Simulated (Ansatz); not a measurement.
# BiSb4O: one candidate of a structure search

Aim: relax a trial structure of BiSb4O and see where it ends.

Computed with Ansatz 0.2.0 (DFT PBE, scalar-relativistic, plane waves, PAW, unless a step's input says otherwise).

## (1) The structure to begin with

It takes space group P6/mmm (No. 191, hexagonal). Conventional cell: a = 4.277 Å, b = 4.277 Å, c = 8.651 Å, α = 90.00°, β = 90.00°, γ = 120.00°. Sb (site symmetry 3m) has 3 Sb at 2.47 Å and 3 Bi at 3.19 Å and 3 O at 3.38 Å as nearest neighbours. Around Bi (site symmetry 6/mmm) lie 12 Sb at 3.19 Å. O (site symmetry 6/mmm) has 12 Sb at 3.38 Å as nearest neighbours.

Coordinates:

```xyz
6
Lattice="4.2765 0.0000 0.0000 -2.1383 3.7036 0.0000 0.0000 0.0000 8.6508" Properties=species:S:1:pos:R:3 pbc="T T T"
Sb    0.0000    2.4691    6.6313
Sb    0.0000    2.4691    2.0195
Sb    2.1383    1.2345    6.6313
Sb    2.1383    1.2345    2.0195
Bi    0.0000    0.0000    0.0000
O     0.0000    0.0000    4.3254
```

Recipe of the guess: species swapped into a database cell of TaCrB4 (P6/mmm, No. 191), with O on the Ta sites, Bi on the Cr sites and Sb on the B sites. Its size is a rough estimate.

## (2) The guess as it stands, on a coarse mesh

File input.yaml:

```yaml
crystal:
  lattice:
    - [4.2765309, 0.0, 0.0]
    - [-2.13826545, 3.7035844, 0.0]
    - [0.0, 0.0, 8.65084169]
  atoms:
    - { symbol: Sb, position: [0.33333333, 0.66666667, 0.766554] }
    - { symbol: Sb, position: [0.33333333, 0.66666667, 0.233446] }
    - { symbol: Sb, position: [0.66666667, 0.33333333, 0.766554] }
    - { symbol: Sb, position: [0.66666667, 0.33333333, 0.233446] }
    - { symbol: Bi, position: [0.0, 0.0, 0.0] }
    - { symbol: O, position: [0.0, 0.0, 0.5] }
basis:
  ecutwfc: 420
kpoints:
  mp_grid: { grid: [6, 6, 2] }
hamiltonian:
  xc: pbe
scf:
  occupations: { method: gaussian, width: 0.1 }
  lower_state_search: "off"
output:
  forces: true
  stress: true
  eigenvalues: true
```

Launch:

```console
> ansatz run input.yaml --threads 1 --pin off --max-ram 2560MiB --backend cpu --events-out ev --progress --plain --runs-dir out
```

The session goes on with these runs: a loose first relaxation; another rough relaxation; final relaxation.

Before running it: what results should come out? Wanted: conventional cell; volume; energy over the elements; gap on the mesh.

**Answer**, as computed:

| quantity | value |
| --- | --- |
| symmetry at the end (tolerance 0.05 Å) | space group P6/mmm (No. 191) |
| conventional cell | a = 5.320 Å, b = 5.320 Å, c = 6.056 Å, α = 90.00°, β = 90.00°, γ = 120.00° |
| volume | 24.74 Å³/atom |
| energy over the elements (uncorrected; H, N, O, F and Cl as molecules) | +0.26 eV/atom |
| gap on the mesh | none (metal) |

What this shows: The space group P6/mmm (No. 191) is kept, and the volume per atom grows by 8.3 % from the first guess. The formation energy is positive, so the separate elements lie lower. No finished test with a distortion of lower symmetry is shown, so the end may be a saddle point. The runs treat Bi, Sb without spin-orbit coupling. The final runs have no spin polarisation, so no magnetic state was tried and one may lie lower.
